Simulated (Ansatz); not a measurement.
Run this with the Ansatz DFT code, driven from Python and show what comes out.

The script reads `tabeb.extxyz`:
```text
3
Lattice="3.2499042 0.0 0.0 -1.6249521 2.8144996 0.0 0.0 0.0 3.24610302" Properties=species:S:1:pos:R:3 pbc="T T T"
Ta   -0.00000002    1.87633308    0.00000000
Be    1.62495212    0.93816652    1.62305151
B     0.00000000    0.00000000    1.62305151
```

`edit.py`:
```python
import logging
import sys
import warnings

import ansatz as az

logging.basicConfig(stream=sys.stdout, format="%(levelname)s %(message)s")
logger = logging.getLogger("calc")
logger.setLevel(logging.INFO)

warnings.simplefilter("ignore", az.DeckWarning)

crystal = az.Crystal.from_extxyz("tabeb.extxyz")

calc = (
    crystal.calculation()
    .occupations("fermi_dirac", width=0.1)
    .kpoints(mesh=(11, 11, 9))
    .functional(az.Functional.R2SCAN)
    .band_table()
)
typed = calc.input()
rows = []
for value in [2, 6, 12]:
    edited = typed.set(az.key.scf.n_extra_bands, value)
    data = az.Session.from_dict(edited).plan().execute().report
    rows.append((value, data["free_energy_ev"], data["n_iterations"], len(data["eigenvalues_ev"][0]) if "eigenvalues_ev" in data else 0))
lines = [",".join(["extra bands", "F eV", "iterations", "bands listed"])] + [",".join(f"{v:.4f}" if isinstance(v, float) else str(v) for v in row) for row in rows]
print("\n".join(lines))
with open("edit.csv", "w") as handle:
    handle.write("\n".join(lines) + "\n")
```

```console
$ python edit.py
extra bands,F eV,iterations,bands listed
2,-10196.3948,7,11
6,-10196.3948,8,15
12,-10196.3948,8,21
```

Caveats:
- Absolute energies stand on the zero of these potentials, so only differences at equal settings mean something. A total without «per atom» is that of the whole cell that was run.
- For a metal this k-point mesh is coarse: on a finer one energies can move by several to tens of meV an atom and pressures by half a GPa or more, differences at one mesh by less.
- Spin-orbit coupling, which matters for elements this heavy, is left out.
- The structure comes from a database of computed cells and needn't be a stable or known phase.
- Finished in 6.9 s on 1 thread of AMD EPYC 9R45 96-Core Processor (Zen 5) (shared host), peak memory 0.49 GiB.
